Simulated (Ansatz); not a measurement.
# Ta3SiO4: the cost of one run

Computed with Ansatz 0.2.0 (DFT PBE, scalar-relativistic, plane waves, PAW, unless a step's input says otherwise).

## (1) The structure to begin with

Symmetry: Pm-3m, No. 221, cubic system. Conventional cell: a = 4.351 Å, b = 4.351 Å, c = 4.351 Å, α = 90.00°, β = 90.00°, γ = 90.00°. Ta (site symmetry 4/mmm) is surrounded by 6 O at 2.18 Å. Si (site symmetry m-3m) has 6 O at 2.18 Å as nearest neighbours. O (site symmetry 4/mmm) has 4 Ta at 2.18 Å and 2 Si at 2.18 Å as nearest neighbours. O (site symmetry m-3m) has 6 Ta at 2.18 Å as nearest neighbours.

As a file:

```cif
data_structure
_symmetry_space_group_name_H-M 'P 1'
_symmetry_Int_Tables_number 1
_cell_length_a 4.3506
_cell_length_b 4.3506
_cell_length_c 4.3506
_cell_angle_alpha 90.000
_cell_angle_beta 90.000
_cell_angle_gamma 90.000
_cell_volume 82.35
loop_
_atom_site_label
_atom_site_type_symbol
_atom_site_fract_x
_atom_site_fract_y
_atom_site_fract_z
_atom_site_occupancy
Ta1 Ta 0.00000 0.50000 0.50000 1
Ta2 Ta 0.50000 0.00000 0.50000 1
Ta3 Ta 0.50000 0.50000 0.00000 1
Si1 Si 0.00000 0.00000 0.00000 1
O1 O 0.50000 0.00000 0.00000 1
O2 O 0.50000 0.50000 0.50000 1
O3 O 0.00000 0.00000 0.50000 1
O4 O 0.00000 0.50000 0.00000 1
```

The cell is invented: species swapped into a database cell of Mg3CuO4 (Pm-3m, No. 221), with Ta on the Mg sites and Si on the Cu sites. Its size is a rough estimate.

## (2) Probe: one point on a coarse mesh

input.yaml

```yaml
crystal:
  lattice:
    - [4.3506186, 0.0, 0.0]
    - [0.0, 4.3506186, 0.0]
    - [0.0, 0.0, 4.3506186]
  atoms:
    - { symbol: Ta, position: [0.0, 0.5, 0.5] }
    - { symbol: Ta, position: [0.5, 0.0, 0.5] }
    - { symbol: Ta, position: [0.5, 0.5, 0.0] }
    - { symbol: Si, position: [0.0, 0.0, 0.0] }
    - { symbol: O, position: [0.5, 0.0, 0.0] }
    - { symbol: O, position: [0.5, 0.5, 0.5] }
    - { symbol: O, position: [0.0, 0.0, 0.5] }
    - { symbol: O, position: [0.0, 0.5, 0.0] }
basis:
  ecutwfc: 420
kpoints:
  mp_grid: { grid: [4, 4, 4] }
hamiltonian:
  xc: pbe
scf:
  occupations: { method: gaussian, width: 0.1 }
  lower_state_search: "off"
output:
  forces: true
  stress: true
  eigenvalues: true
```

The run is started by

```
$ ansatz run input.yaml --threads 1 --pin off --max-ram 2048MiB --backend cpu --events-out ev --progress --plain --runs-dir out
```

Q: Estimate wall time and peak memory on 1 thread of Arm Neoverse V2, shared host.

About 2.2 s, with a peak of 0.34 GiB.
